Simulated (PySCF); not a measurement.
# C3H9BSi: the cost of one run

Programs: PySCF 2.14.0, with density-fitted response routines of our own. Each step states its level of theory. These are calculated values for one molecule in the gas phase, unless marked as measured. Atoms are numbered from 0 throughout.

## Step 1: The starting structure

14 atoms, charge 0, multiplicity 1; geometry from: GFN2-xTB. The atoms were then displaced at random by about 0.01 Å, so the start is not that level's minimum.

Bonds of the start (Å): B0–C1 1.51, C1–C2 1.32, C1–Si3 1.88, Si3–C4 1.93, B0–H5 1.21, B0–H6 1.17, C2–H7 1.07, C2–H8 1.09, Si3–H9 1.49, Si3–H10 1.46, C4–H11 1.08, C4–H12 1.11, C4–H13 1.07.

## Step 2: Optimising the geometry at PBE0-D3(BJ)/def2-SVP

Job settings and geometry (Å):

```
{"job": {"xc": "PBE0", "basis": "def2-SVP", "d3": "d3bj", "grid": 1, "shake": 0.01, "kind": "geom"}, "charge": 0, "multiplicity": 1}
B      0.873180     1.514410     0.729890
C      1.033950     0.200940     0.002890
C      1.992920    -0.225790    -0.799080
Si    -0.392610    -0.964590     0.364140
C     -2.040740    -0.221010    -0.309860
H      0.234730     2.407220     0.221630
H      1.263710     1.674590     1.817850
H      2.034370    -1.202890    -1.238840
H      2.859130     0.404100    -1.019580
H     -0.558910    -1.198500     1.825260
H     -0.151140    -2.245050    -0.296150
H     -2.852710    -0.922130    -0.229200
H     -2.349630     0.679500     0.256350
H     -1.953410     0.084100    -1.333030
```

On the command line:

```console
$ OMP_NUM_THREADS=1 python probes_run.py task.json out
```

This one command runs all jobs of the session in turn.

**Question.** How long does this first job take on 1 thread of Arm Neoverse V1, shared host, and how much memory does it need?

About 2.3 min, with a peak of 0.5 GiB.
